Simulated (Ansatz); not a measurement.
HfMg6Mn:

```
Hf Mn Mg
1.0
     4.90821    0.00000    0.00000
     0.00000    3.08557    5.55935
     0.00000   -3.08557    5.55935
Hf Mn Mg
1 1 6
Direct
  0.50000 0.68722 0.68722
  0.00000 0.81098 0.81098
  0.50000 0.16650 0.16650
  0.50000 0.16568 0.68048
  0.50000 0.68048 0.16568
  0.00000 0.32886 0.32886
  0.00000 0.33650 0.82378
  0.00000 0.82378 0.33650
```

The cell comes from a database or a generator and needn't be the stable form of this composition.

| Property | Result |
| --- | --- |
| Program | Ansatz 0.2.0 |
| Task | single point |
| Functional | PBE |
| Potentials or basis | Ansatz PAW |
| Cutoff | 420 eV (not typed: the program's choice for these potentials) |
| k mesh | 6 × 5 × 5 |
| Occupations | fermi-dirac, width 0.05 eV |
| Spin | collinear spin, ferromagnetic start |
| Starting moments | [0.0, 4.0, 0.0, 0.0, 0.0, 0.0, 0.0, 0.0] μB |

On this cell: pressure 0.2 GPa; largest force 0.050 eV/Å; net moment 2.81 μB per cell; site moments Hf -0.29; Mn +3.42; Mg +0.01, -0.03 μB; band gap on the k mesh none (metal or under the smearing width).

The same run follows on a disturbed copy (atoms moved at random, drawn with an rms of 0.05 Å):

```
Hf Mn Mg
1.0
     4.90821    0.00000    0.00000
     0.00000    3.08557    5.55935
     0.00000   -3.08557    5.55935
Hf Mn Mg
1 1 6
Cartesian
  2.4663 -0.0349 7.6541
  0.0486 -0.0762 9.0173
  2.4291 0.0098 1.8438
  2.4632 -1.5983 4.6642
  2.4674 1.6319 4.7473
  -0.0225 0.0154 3.6151
  0.0364 -1.5201 6.5163
  0.0239 1.5365 6.4777
```

What changes?

The energy (extrapolated to zero smearing) moves by +7.2 meV/atom; pressure 0.4 GPa; largest force 0.414 eV/Å; net moment 2.82 μB per cell; site moments Hf -0.28; Mn +3.39; Mg +0.01, -0.02, -0.03 μB; band gap on the k mesh none (metal or under the smearing width).

Forces in eV/Å, atoms in the order of the input:
```
Hf   0.139  0.209 -0.031
Mn  -0.110  0.228  0.012
Mg   0.158 -0.116  0.102
Mg   0.013  0.153  0.207
Mg  -0.001 -0.271 -0.052
Mg   0.052 -0.066  0.220
Mg  -0.159  0.100 -0.370
Mg  -0.093 -0.237 -0.088
```

Stress tensor (GPa, compression positive):
```
-0.03  0.02 -0.03
 0.02  0.67  0.25
-0.03  0.25  0.57
```
